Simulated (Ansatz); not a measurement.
# Hf2N: straining the crystal, equal strain of all cell vectors

An exercise on one series of results from a longer session: the logs are not shown, and one member is left open.

Computed with Ansatz 0.2.0 (DFT PBEsol, scalar-relativistic, plane waves, PAW, unless a step's input says otherwise).

2 further runs of the same task are left out: 2 set aside as unsound or not needed.

## The starting structure

It takes space group P4_2/mnm (No. 136, tetragonal). Conventional cell: a = 5.296 Å, b = 5.296 Å, c = 3.227 Å, α = 90.00°, β = 90.00°, γ = 90.00°. Around Hf (site symmetry m2m) lie 3 N at 2.21 to 2.22 Å. Around N (site symmetry mmm) lie 6 Hf at 2.21 to 2.22 Å.

Structure file:

```
CELL_PARAMETERS angstrom
5.29554 0.00000 0.00000
0.00000 5.29554 0.00000
0.00000 0.00000 3.22745
ATOMIC_POSITIONS crystal
Hf 0.29546 0.29546 0.00000
Hf 0.70454 0.70454 0.00000
Hf 0.79546 0.20454 0.50000
Hf 0.20454 0.79546 0.50000
N 0.00000 0.00000 0.00000
N 0.50000 0.50000 0.50000
```

It goes back to an entry of the Materials Project, which need not be the stable form.

This cell was relaxed beforehand with the same method: volume 15.08 Å³/atom, gap on the mesh none (metal).

The unstrained cell comes from an earlier run at this level (6 atoms, E(σ→0) -63157.0926 eV, gap none (metal)).

Set-up of the first run:

File input.yaml:

```yaml
crystal:
  lattice:
    - [5.2425835362, 0.0, 0.0]
    - [0.0, 5.2425835362, 0.0]
    - [0.0, 0.0, 3.1951744926]
  atoms:
    - { symbol: Hf, position: [0.2954633019, 0.2954633019, 0.0] }
    - { symbol: Hf, position: [0.7045366981, 0.7045366981, 0.0] }
    - { symbol: Hf, position: [0.7954633019, 0.2045366981, 0.5] }
    - { symbol: Hf, position: [0.2045366981, 0.7954633019, 0.5] }
    - { symbol: "N", position: [0.0, 0.0, 0.0] }
    - { symbol: "N", position: [0.5, 0.5, 0.5] }
basis:
  ecutwfc: 420
kpoints:
  mp_grid: { grid: [8, 8, 12] }
hamiltonian:
  xc: pbesol
scf:
  occupations: { method: gaussian, width: 0.1 }
output:
  forces: true
  stress: true
  eigenvalues: true
relax:
  adjacent_minimum: "off"
  f_tol: 0.008
  max_steps: 40
```

Launch:

```bash
> ansatz run input.yaml --threads 1 --pin off --max-ram 2560MiB --backend cpu --events-out ev --progress --plain --runs-dir out
```

Among the steps run: At -1.0 %; Strain +1.0 %; Strain -2.0 %; Strain +2.0 %; Strain -3.0 %; The cell strained by +3.0 %.

One table of the session follows, with a row left open; its other results are not shown here.

Lengths are those of the vectors of the cell that was run; stresses in GPa:

```
strain (%)  ΔE (meV/atom)  a (Å)  b (Å)  c (Å)
      -3.0           85.8  5.137  5.137  3.131
      -2.0           36.9  5.190  5.190  3.163
      -1.0            8.9  5.243  5.243  3.195
      +0.0            0.0  5.296  5.296  3.227
      +1.0            8.5  5.348  5.348  3.260
      +2.0              ?      ?      ?      ?
      +3.0           71.5  5.454  5.454  3.324
```

Q: Estimate the row for strain (%) = +2.0 from the others.

Worked estimate for «ΔE (meV/atom)». A straight line through the neighbours (1.0, 8.5) and (3.0, 71.5) gives 8.5 + (71.5 − 8.5) × (2.0 − 1.0) / (3.0 − 1.0) = 40.0; a parabola fitted to 3 rows on both sides gives 32.3.

The run gave: ΔE (meV/atom): 32.9; a (Å): 5.401; b (Å): 5.401; c (Å): 3.292. In «ΔE (meV/atom)» the line misses by +7.1 and the parabola by -0.6.

ΔE is over the unstrained cell. Stress in GPa, positive in compression, on the Cartesian axes of the input. 

To keep in mind: Warnings in the runs' records: stress scf threshold loose.
